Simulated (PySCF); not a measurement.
**Tm(NH2)3: other functionals and bases at one geometry**

How far do other levels of theory move the description of Tm(NH2)3, and what does each cost? It is a constructed species; whether it can be made isn't addressed.

Computed with PySCF 2.14.0. Level: several levels, as the steps say, no spin–orbit coupling.

1 further run of the same task is left out (for a known fault of the program).

## (1) Where the work starts

10 atoms, charge 0, spin multiplicity 1.

Bond lengths: Tm1–N2 2.142 Å, Tm1–N5 2.142 Å, Tm1–N8 2.142 Å, N2–H3 1.020 Å, N2–H4 1.020 Å, N5–H6 1.020 Å, N5–H7 1.020 Å, N8–H9 1.020 Å, N8–H10 1.020 Å. Angles: N2–Tm1–N5 119.7°, N2–Tm1–N8 119.7°, N5–Tm1–N8 120.6°, Tm1–N2–H3 127.4°, Tm1–N2–H4 127.4°, H3–N2–H4 105.3°, Tm1–N5–H6 128.0°, Tm1–N5–H7 126.7°, H6–N5–H7 105.3°, Tm1–N8–H9 126.7°, Tm1–N8–H10 128.0°, H9–N8–H10 105.3°.

As a file:

```
Tm   -0.0089    0.0000    0.0000
N     2.1326    0.0000    0.0019
H     2.7517   -0.8058    0.0922
H     2.7519    0.8058   -0.0873
N    -1.0704    1.8467   -0.2267
H    -2.0800    1.9940   -0.2350
H    -0.6626    2.7749   -0.3415
N    -1.0708   -1.8467    0.2248
H    -0.6632   -2.7749    0.3404
H    -2.0804   -1.9940    0.2313
```

Formal oxidation states: Tm +3. Each metal's 12 4f electrons lie in its core potential, so multiplicities, spins and levels count the valence alone. An earlier session relaxed this geometry at PBE0, Tm lcecp-1-SVP with ECP58, N def2-SVP, H def2-SVP (singlet, point group C2v).

At PBE0 on the finer grid: E = -206.461217 Eh, HOMO -6.11 eV, LUMO -1.04 eV, Mulliken charge on Tm1 +0.89 e, largest force component 0.011 eV/Å. 

Levels to run: TPSSh; r2SCAN; PBE0, TZVP. Hardware: 2 threads of Arm Neoverse V2, shared host.

## (2) TPSSh

The input, run.py (the lines that set the calculation):

```python
mol = gto.M(atom='''
Tm    -0.00892     0.00000    -0.00001
N      2.13263     0.00000     0.00189
H      2.75172    -0.80578     0.09219
H      2.75188     0.80578    -0.08732
N     -1.07041     1.84668    -0.22669
H     -2.07997     1.99400    -0.23498
H     -0.66256     2.77492    -0.34153
N     -1.07081    -1.84668     0.22480
H     -0.66316    -2.77492     0.34036
H     -2.08039    -1.99400     0.23130''',
    basis={'Tm': 'lcecp-1-SVP', 'N': 'def2-SVP', 'H': 'def2-SVP'},
    ecp={'Tm': 'lcecp-1-SVP'},
    charge=0, spin=0)
mf = dft.RKS(mol, xc='TPSSH')
mf.grids.atom_grid = (75, 302)  # f atoms: unpruned, at least (60, 302)
mf = mf.density_fit()  # fitting sets: Tm AutoAux, N def2-universal-JKFIT, H def2-universal-JKFIT
mf.conv_tol = 1e-08; mf.max_cycle = 55
mf.kernel(dm0)  # dm0: the density of the relaxed state
```

Launch:

```sh
> OMP_NUM_THREADS=2 python run.py
```

Log:

```text
init E= -206.660169336196
  HOMO = -0.195160572635876  LUMO = -0.0452819766237926  gap/eV = 4.07840
cycle= 1 E= -206.660992225143  delta_E= -0.000823  |g|= 0.00604  |ddm|= 0.0772
  HOMO = -0.19588812536512  LUMO = -0.0450330705724653  gap/eV = 4.10498
cycle= 2 E= -206.6609929889  delta_E= -7.64e-07  |g|= 0.00489  |ddm|= 0.015
  HOMO = -0.195534533359051  LUMO = -0.045345633006276  gap/eV = 4.08685
cycle= 3 E= -206.660997524049  delta_E= -4.54e-06  |g|= 0.003  |ddm|= 0.00785
  HOMO = -0.195764105701957  LUMO = -0.0453369063694726  gap/eV = 4.09333
cycle= 4 E= -206.660999677189  delta_E= -2.15e-06  |g|= 0.000426  |ddm|= 0.00241
  HOMO = -0.195714473563716  LUMO = -0.0452746006896039  gap/eV = 4.09368
cycle= 5 E= -206.660999734559  delta_E= -5.74e-08  |g|= 3.79e-05  |ddm|= 0.000755
  HOMO = -0.195717682968063  LUMO = -0.0452776831991351  gap/eV = 4.09368
cycle= 6 E= -206.660999734954  delta_E= -3.95e-10  |g|= 5.42e-06  |ddm|= 4.36e-05
  HOMO = -0.195718818307056  LUMO = -0.0452779914369099  gap/eV = 4.09370
Extra cycle  E= -206.660999734944  delta_E= 9.89e-12  |g|= 8.27e-06  |ddm|= 1.04e-05
converged SCF energy = -206.660999734944
```

Run time: 11 s. Hardware: 2 threads of Arm Neoverse V2, shared host.

Result: E = -206.661000 Eh, HOMO -5.33 eV, LUMO -1.23 eV, Mulliken charge on Tm1 +0.88 e, largest force component 0.174 eV/Å. 

## (3) r2SCAN

Changes to run.py (the lines that set the calculation) since step 2:

```diff
@@ -14,3 +14,3 @@
     charge=0, spin=0)
-mf = dft.RKS(mol, xc='TPSSH')
+mf = dft.RKS(mol, xc='R2SCAN')
 mf.grids.atom_grid = (75, 302)  # f atoms: unpruned, at least (60, 302)
```

Launch:

```sh
> OMP_NUM_THREADS=2 python run.py
```

Log:

```text
init E= -206.583607795341
  HOMO = -0.184394079051079  LUMO = -0.0517762522995291  gap/eV = 3.60871
cycle= 1 E= -206.584438871371  delta_E= -0.000831  |g|= 0.0155  |ddm|= 0.103
  HOMO = -0.1846645777192  LUMO = -0.0489046309929915  gap/eV = 3.69422
cycle= 2 E= -206.584364250024  delta_E= 7.46e-05  |g|= 0.0219  |ddm|= 0.0532
  HOMO = -0.183882753222929  LUMO = -0.0504274394016413  gap/eV = 3.63150
cycle= 3 E= -206.584507833162  delta_E= -0.000144  |g|= 0.00592  |ddm|= 0.0286
  HOMO = -0.184462637557775  LUMO = -0.0507266446105739  gap/eV = 3.63914
cycle= 4 E= -206.584515691237  delta_E= -7.86e-06  |g|= 0.000422  |ddm|= 0.00543
  HOMO = -0.184431722771581  LUMO = -0.0506845123148771  gap/eV = 3.63945
cycle= 5 E= -206.58451574593  delta_E= -5.47e-08  |g|= 3.86e-05  |ddm|= 0.000479
  HOMO = -0.184427711389669  LUMO = -0.0506786107366111  gap/eV = 3.63950
cycle= 6 E= -206.584515746399  delta_E= -4.69e-10  |g|= 1.17e-05  |ddm|= 7.64e-05
  HOMO = -0.184428231148492  LUMO = -0.0506803248369643  gap/eV = 3.63947
Extra cycle  E= -206.584515746304  delta_E= 9.47e-11  |g|= 2.31e-05  |ddm|= 3.33e-05
converged SCF energy = -206.584515746304
```

It took 11 s on 2 threads of Arm Neoverse V2, shared host.

Read off: E = -206.584516 Eh, HOMO -5.02 eV, LUMO -1.38 eV, Mulliken charge on Tm1 +0.86 e, largest force component 0.097 eV/Å. 

## (4) PBE0, TZVP

Basis: Tm lcecp-1-TZVP with ECP58, N def2-TZVP, H def2-TZVP. 

Changes to run.py (the lines that set the calculation) since step 3:

```diff
@@ -11,6 +11,6 @@
 H     -2.08039    -1.99400     0.23130''',
-    basis={'Tm': 'lcecp-1-SVP', 'N': 'def2-SVP', 'H': 'def2-SVP'},
-    ecp={'Tm': 'lcecp-1-SVP'},
+    basis={'Tm': 'lcecp-1-TZVP', 'N': 'def2-TZVP', 'H': 'def2-TZVP'},
+    ecp={'Tm': 'lcecp-1-TZVP'},
     charge=0, spin=0)
-mf = dft.RKS(mol, xc='R2SCAN')
+mf = dft.RKS(mol, xc='PBE0')
 mf.grids.atom_grid = (75, 302)  # f atoms: unpruned, at least (60, 302)
@@ -18,2 +18,2 @@
 mf.conv_tol = 1e-08; mf.max_cycle = 55
-mf.kernel(dm0)  # dm0: the density of the relaxed state
+mf.kernel(dm0)  # dm0: free metal ions and neutral atoms
```

Launch:

```sh
> OMP_NUM_THREADS=2 python run.py
```

Log:

```text
init E= -209.584565020402
  HOMO = -0.239320251337739  LUMO = -0.119103451225866  gap/eV = 3.27127
cycle= 1 E= -206.602339922187  delta_E= 2.98  |g|= 0.587  |ddm|= 2.49
  HOMO = -0.2260398945911  LUMO = -0.0114026702476497  gap/eV = 5.84058
cycle= 2 E= -206.61786974631  delta_E= -0.0155  |g|= 0.392  |ddm|= 0.842
  HOMO = -0.220057166923447  LUMO = -0.0459167984438213  gap/eV = 4.73860
cycle= 3 E= -206.654431603254  delta_E= -0.0366  |g|= 0.157  |ddm|= 0.44
  HOMO = -0.235902432799724  LUMO = -0.0449756214641148  gap/eV = 5.19538
cycle= 4 E= -206.65961999077  delta_E= -0.00519  |g|= 0.0515  |ddm|= 0.114
  HOMO = -0.230663858563195  LUMO = -0.0412331520624125  gap/eV = 5.15467
cycle= 5 E= -206.660191032928  delta_E= -0.000571  |g|= 0.00327  |ddm|= 0.0417
  HOMO = -0.231035155550295  LUMO = -0.0416717983439696  gap/eV = 5.15284
cycle= 6 E= -206.660194243676  delta_E= -3.21e-06  |g|= 0.000547  |ddm|= 0.00542
  HOMO = -0.230985381719467  LUMO = -0.0416309502553673  gap/eV = 5.15260
cycle= 7 E= -206.660194314036  delta_E= -7.04e-08  |g|= 0.000116  |ddm|= 0.000633
  HOMO = -0.230983396528105  LUMO = -0.0416316012411748  gap/eV = 5.15252
cycle= 8 E= -206.660194315422  delta_E= -1.39e-09  |g|= 9.08e-05  |ddm|= 0.000118
  HOMO = -0.230982583050688  LUMO = -0.0416339449210064  gap/eV = 5.15244
Extra cycle  E= -206.660194312107  delta_E= 3.32e-09  |g|= 0.000155  |ddm|= 0.00014
converged SCF energy = -206.660194312107
```

Wall time 16 s (2 threads of Arm Neoverse V2, shared host).

Result: E = -206.660194 Eh, HOMO -6.29 eV, LUMO -1.13 eV, Mulliken charge on Tm1 +1.56 e, largest force component 0.445 eV/Å. 

## (5) All levels side by side

| level | state | HOMO (eV) | gap (eV) | charge on Tm1 (e) | dipole (D) | largest force (eV/Å) | basis functions | time |
| --- | --- | --- | --- | --- | --- | --- | --- | --- |
| PBE0 (relaxed here) | singlet | -6.11 | 5.06 | 0.89 | 0.00 | 0.01 | 105 | 21 s |
| TPSSh | singlet | -5.33 | 4.09 | 0.88 | 0.00 | 0.17 | 105 | 11 s |
| r2SCAN | singlet | -5.02 | 3.64 | 0.86 | 0.01 | 0.10 | 105 | 11 s |
| PBE0, TZVP | singlet | -6.29 | 5.15 | 1.56 | 0.00 | 0.44 | 176 | 16 s |

Times are on 2 threads of Arm Neoverse V2, shared host; the first row also made further properties.

In one basis the HOMO–LUMO gap runs from 3.64 eV (r2SCAN) to 5.06 eV (PBE0). The largest leftover force, 0.44 eV/Å with PBE0, TZVP, stands at a geometry relaxed at another level. The Mulliken charge on Tm spans +0.86 to +1.56 e over the levels. With 4f in the core, its levels are missing from HOMO and gap. Total energies of different levels can't be compared. Spin–orbit coupling is left out throughout.
